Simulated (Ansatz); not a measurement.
# BeNaH (singlet): wave-function methods side by side at distance Be1–H3 = 1.216 Å, cc-pVTZ

Aim: climb from Hartree-Fock through coupled cluster for BeNaH (singlet) at one geometry and basis, and see what each rung misses.

Computed with Ansatz 0.2.0, Gaussian basis. Level: cc-pVTZ, core rule «outside noble gas», up to 6 orbitals frozen.

To be run: UHF; CCSD(T) on RHF; BCCD(T) on RHF; CCSDT(Q) on RHF; Full CI.

34 further runs of the same task are left out: 22 for a known fault of the program, 10 that didn't finish, 2 set aside as unsound or not needed. Runs told in other sessions of the task aren't counted.

### Step 1. What is computed

The geometry derives from a PBE0/def2-TZVP stationary point (not a proven minimum). One bond is set to the value named and the two fragments are kept rigid.

3 atoms, charge 0, spin multiplicity 1.

Atoms are counted from 1 here; the program's logs count them from 0.

Bond lengths: Be1–H3 1.216 Å.

### Step 2. UHF

The input, in.yaml:

```yaml
crystal:
  periodic: [false, false, false]
  atoms:
    - {symbol: Be, position_ang: [0.000000, 0.000000, 0.487133]}
    - {symbol: Na, position_ang: [0.000000, 0.000000, -2.190267]}
    - {symbol: H, position_ang: [0.000000, 0.000000, 1.703133]}
basis:
  gaussian: {orbitals: cc-pVTZ}
magnetization: {spin_polarized: true, initial_magnetization: 0}
hamiltonian: {xc: hf}
output: {orbitals: {seedname: orbitals}}
```

The run is started by

```bash
ansatz run in.yaml --threads 1 --pin off --events-out ev --progress --plain --max-ram 2393MiB
```

The runs that follow: CCSD(T) on RHF; BCCD(T) on RHF; CCSDT(Q) on RHF; Full CI.

**Question.** What will the summary of the whole plan be? Wanted: FCI from the RHF energy; RMP2 from FCI; RCCSD from FCI; RCCSD(T) from FCI; RCCSDT(Q) from FCI; T1 diagnostic; effectively unpaired electrons.

As calculated:

```
                         quantity                                 value
          FCI from the RHF energy                            -2.1705 eV
                    RMP2 from FCI                       +12.43 kcal/mol
                   RCCSD from FCI                        +1.04 kcal/mol
                RCCSD(T) from FCI                        +0.23 kcal/mol
               RCCSDT(Q) from FCI                        +0.01 kcal/mol
levels within 1 kcal/mol (43 meV)  RCCSD(T), BCCD(T), RCCSDT, RCCSDT(Q)
                    T1 diagnostic                                 0.011
   effectively unpaired electrons                                  0.10
```

What this shows: RCCSD(T) misses by +0.23 kcal/mol, 0.5 % of the correlation energy. One determinant dominates. These misses are within one basis, not against nature.
